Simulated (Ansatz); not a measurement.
**C11H10: up Jacob's ladder to CCSD(T)**

The task here is to estimate one member of a computed series from the others.

Method: functionals in def2-TZVPP, the program's frozen cores in correlated methods; program: Ansatz 0.2.0, Gaussian basis.

Levels to be run: LDA (SPW92), PBE-D4, revPBE-D4, BLYP-D4, r2SCAN-D4, B97M-V, PBE0-D4, B3LYP-D4, r2SCANh-D4, r2SCAN0-D4, HSE06-D4, BHLYP-D4, CAM-B3LYP-D4, LC-ωPBE, ωB97X-V, ωB97M-V, B2PLYP, PBE-QIDH; CCSD(T)/def2-SVP; CCSD(T)/def2-TZVPP; MP2/def2-QZVPP; extrapolation to the limit; RPA on PBE.

### The relaxed structure

The geometry comes from an earlier relaxation with PBE0-D4 in a triple-zeta def2 set; it is a stationary point, not always the lowest conformer.

SMILES `Cc1ccc2ccccc2c1`, 21 atoms, charge 0, spin multiplicity 1.

Atoms are counted from 1 here; the program's logs count them from 0.

Bond lengths: C1–C2 1.497 Å, C1–H12 1.094 Å, C1–H13 1.091 Å, C1–H14 1.094 Å, C2–C3 1.415 Å, C2–C11 1.370 Å, C3–C4 1.365 Å, C3–H15 1.085 Å, C4–C5 1.412 Å, C4–H16 1.085 Å, C5–C6 1.411 Å, C5–C10 1.420 Å, C6–C7 1.368 Å, C6–H17 1.085 Å, C7–C8 1.408 Å, C7–H18 1.084 Å, C8–C9 1.368 Å, C8–H19 1.084 Å and more. Angles: C2–C1–H12 111.1°, C2–C1–H13 111.4°, C2–C1–H14 111.1°, H12–C1–H13 108.0°, H12–C1–H14 107.0°, H13–C1–H14 108.0°, C1–C2–C3 119.7°, C1–C2–C11 121.8°, C3–C2–C11 118.5°, C2–C3–C4 121.3°, C2–C3–H15 118.9°, C4–C3–H15 119.8°, C3–C4–C5 120.9°, C3–C4–H16 120.3°, C5–C4–H16 118.8°, C4–C5–C6 122.4°, C4–C5–C10 118.4°, C6–C5–C10 119.1° and more.

Coordinates:

```xyz
21

C     1.6587   -2.5327   -1.4477
C     0.7527   -1.4683   -0.9132
C    -0.5925   -1.4090   -1.3485
C    -1.4471   -0.4526   -0.8820
C    -1.0137    0.5123    0.0539
C    -1.8686    1.5150    0.5578
C    -1.4125    2.4328    1.4640
C    -0.0770    2.3869    1.9064
C     0.7746    1.4257    1.4348
C     0.3336    0.4651    0.4995
C     1.1881   -0.5394   -0.0058
H     1.2741   -3.5300   -1.2151
H     2.6613   -2.4505   -1.0261
H     1.7427   -2.4678   -2.5365
H    -0.9441   -2.1421   -2.0677
H    -2.4756   -0.4216   -1.2265
H    -2.8971    1.5459    0.2134
H    -2.0779    3.1991    1.8446
H     0.2748    3.1187    2.6246
H     1.8043    1.3890    1.7748
H     2.2167   -0.5658    0.3420
```

The first run:

in.yaml reads:

```yaml
crystal:
  periodic: [false, false, false]
  atoms:
    - {symbol: C, position_ang: [1.658750, -2.532686, -1.447718]}
    - {symbol: C, position_ang: [0.752693, -1.468303, -0.913166]}
    - {symbol: C, position_ang: [-0.592545, -1.409038, -1.348480]}
    - {symbol: C, position_ang: [-1.447059, -0.452550, -0.882001]}
    - {symbol: C, position_ang: [-1.013747, 0.512343, 0.053899]}
    - {symbol: C, position_ang: [-1.868578, 1.514984, 0.557829]}
    - {symbol: C, position_ang: [-1.412488, 2.432775, 1.463994]}
    - {symbol: C, position_ang: [-0.077046, 2.386925, 1.906367]}
    - {symbol: C, position_ang: [0.774583, 1.425739, 1.434767]}
    - {symbol: C, position_ang: [0.333562, 0.465052, 0.499527]}
    - {symbol: C, position_ang: [1.188135, -0.539416, -0.005807]}
    - {symbol: H, position_ang: [1.274102, -3.529991, -1.215114]}
    - {symbol: H, position_ang: [2.661315, -2.450537, -1.026069]}
    - {symbol: H, position_ang: [1.742661, -2.467769, -2.536458]}
    - {symbol: H, position_ang: [-0.944084, -2.142113, -2.067660]}
    - {symbol: H, position_ang: [-2.475601, -0.421633, -1.226477]}
    - {symbol: H, position_ang: [-2.897102, 1.545866, 0.213377]}
    - {symbol: H, position_ang: [-2.077927, 3.199077, 1.844613]}
    - {symbol: H, position_ang: [0.274813, 3.118730, 2.624573]}
    - {symbol: H, position_ang: [1.804332, 1.389027, 1.774849]}
    - {symbol: H, position_ang: [2.216732, -0.565781, 0.341958]}
basis:
  gaussian: {orbitals: def2-TZVPP}
hamiltonian: {xc: lda}
output: {orbitals: {seedname: orbitals}}
```

Started as:

```
ansatz run in.yaml --threads 5 --pin off --events-out ev --progress --plain --max-ram 66560MiB --backend cuda --devices 0, --max-vram 37GiB
```

Steps of the session up to this table: LDA; PBE-D4 (GGA); revPBE-D4 (GGA); BLYP-D4 (GGA); r2SCAN-D4 (meta-GGA); B97M-V (meta-GGA); B3LYP-D4 (hybrid); r2SCANh-D4 (hybrid); r2SCAN0-D4 (hybrid); HSE06-D4 (hybrid); BHLYP-D4 (hybrid); CAM-B3LYP-D4 (range-separated); LC-ωPBE (range-separated); ωB97X-V (range-separated); ωB97M-V (range-separated); B2PLYP (double hybrid); PBE-QIDH (double hybrid).

One of the session's tables, all rows but one given; the rest of the session is left out.

It belongs to the step «Orbital energies across the functionals». 

```
  functional  HOMO (eV)  gap (eV)
 LDA (SPW92)      -5.57      3.45
      PBE-D4      -5.36      3.48
   revPBE-D4      -5.29      3.49
     BLYP-D4          ?         ?
   r2SCAN-D4      -5.49      3.73
      B97M-V      -5.45      3.78
     PBE0-D4      -6.22      5.16
    B3LYP-D4      -6.02      4.80
  r2SCANh-D4      -5.82      4.36
  r2SCAN0-D4      -6.32      5.31
    HSE06-D4      -5.84      4.41
    BHLYP-D4      -6.89      6.82
CAM-B3LYP-D4      -7.32      7.29
     LC-ωPBE      -8.53      9.43
     ωB97X-V      -8.20      9.11
     ωB97M-V      -8.14      8.99
```

Q: Estimate the row for BLYP-D4 from the others.

Worked estimate for «HOMO (eV)». Against the share of exact exchange, B3LYP-D4 (0.2, -6.02), BHLYP-D4 (0.5, -6.89) give a slope of -2.90 per unit share; at 0 the line stands at -5.44.

As computed: HOMO (eV): -5.17; gap (eV): 3.46. In «HOMO (eV)» the line misses by -0.27.
